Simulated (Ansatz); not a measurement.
# TiSn3O8: the cost of one run

Program: Ansatz 0.2.0. Level of theory: DFT PBE, scalar-relativistic, plane waves, PAW, unless a step names another level. These are calculated values, not measurements.

## (1) The system as given

The structure is orthorhombic, space group Cmmm (No. 65). Conventional cell: a = 6.751 Å, b = 6.763 Å, c = 6.360 Å, α = 90.00°, β = 90.00°, γ = 90.00°. Ti (site symmetry mmm) has 6 O at 1.99 to 2.00 Å as nearest neighbours. Sn (site symmetry mm2) has 6 O at 2.08 to 2.10 Å as nearest neighbours. Sn (site symmetry mmm) has 6 O at 2.07 to 2.10 Å as nearest neighbours. O (site symmetry 2mm) has 3 Sn at 2.07 to 2.08 Å as nearest neighbours. O (site symmetry 2mm) is surrounded by 1 Ti at 2.00 Å and 2 Sn at 2.08 Å. O (site symmetry m) is surrounded by 1 Ti at 1.99 Å and 2 Sn at 2.10 Å.

Structure file:

```
Ti Sn O
1.0
     3.37566   -3.38170    0.00000
     3.37566    3.38170    0.00000
     0.00000    0.00000    6.36027
Ti Sn O
1 3 8
Direct
  0.00000 0.00000 0.50000
  0.50000 0.50000 0.74529
  0.50000 0.50000 0.25471
  0.00000 0.00000 0.00000
  0.30618 0.30618 0.00000
  0.29697 0.29697 0.50000
  0.18961 0.81039 0.73836
  0.18961 0.81039 0.26164
  0.81039 0.18961 0.73836
  0.81039 0.18961 0.26164
  0.69382 0.69382 0.00000
  0.70303 0.70303 0.50000
```

It is the end of an earlier relaxation with the same method, from a generated guess; it needn't be the stable form of this composition. At a tolerance of 0.02 Å it has space group Cmmm (No. 65); it has 12.10 Å³/atom, an uncorrected energy of -1.94 eV/atom over the elements and, on its mesh, gap 1.76 eV.

## (2) Seeking the band edges over the whole zone

input.yaml

```yaml
crystal:
  lattice:
    - [3.3756637786, -3.3817048392, 0.0]
    - [3.3756637786, 3.3817048392, 0.0]
    - [0.0, 0.0, 6.3602747042]
  atoms:
    - { symbol: Ti, position: [0.0, 0.0, 0.5] }
    - { symbol: Sn, position: [0.5, 0.5, 0.7452924662] }
    - { symbol: Sn, position: [0.5, 0.5, 0.2547075338] }
    - { symbol: Sn, position: [0.0, 0.0, 0.0] }
    - { symbol: O, position: [0.3061770374, 0.3061770374, 0.0] }
    - { symbol: O, position: [0.296967516, 0.296967516, 0.5] }
    - { symbol: O, position: [0.1896142717, 0.8103857283, 0.738364709] }
    - { symbol: O, position: [0.1896142717, 0.8103857283, 0.261635291] }
    - { symbol: O, position: [0.8103857283, 0.1896142717, 0.738364709] }
    - { symbol: O, position: [0.8103857283, 0.1896142717, 0.261635291] }
    - { symbol: O, position: [0.6938229626, 0.6938229626, 0.0] }
    - { symbol: O, position: [0.703032484, 0.703032484, 0.5] }
basis:
  ecutwfc: 420
kpoints:
  mp_grid: { grid: [6, 6, 4] }
  band_path: { path: [VBM, CBM], npoints: 2 }
hamiltonian:
  xc: pbe
scf:
  occupations: { method: gaussian, width: 0.02 }
output:
  forces: false
  stress: false
  eigenvalues: true
checkpoint:
  read: start.run
  write: ck
  compress: false
  write_wavefunctions: false
  write_every: 100000
```

Run with:

```bash
$ ansatz run input.yaml --threads 4 --pin off --max-ram 8192MiB --backend cpu --events-out ev --progress --plain --runs-dir out
```

**Question.** How long does this run take on 4 threads of Intel Xeon Platinum 8375C at 2.90GHz (Ice Lake), shared host, and how much memory does it need?

About 16 s, with a peak of 0.71 GiB.
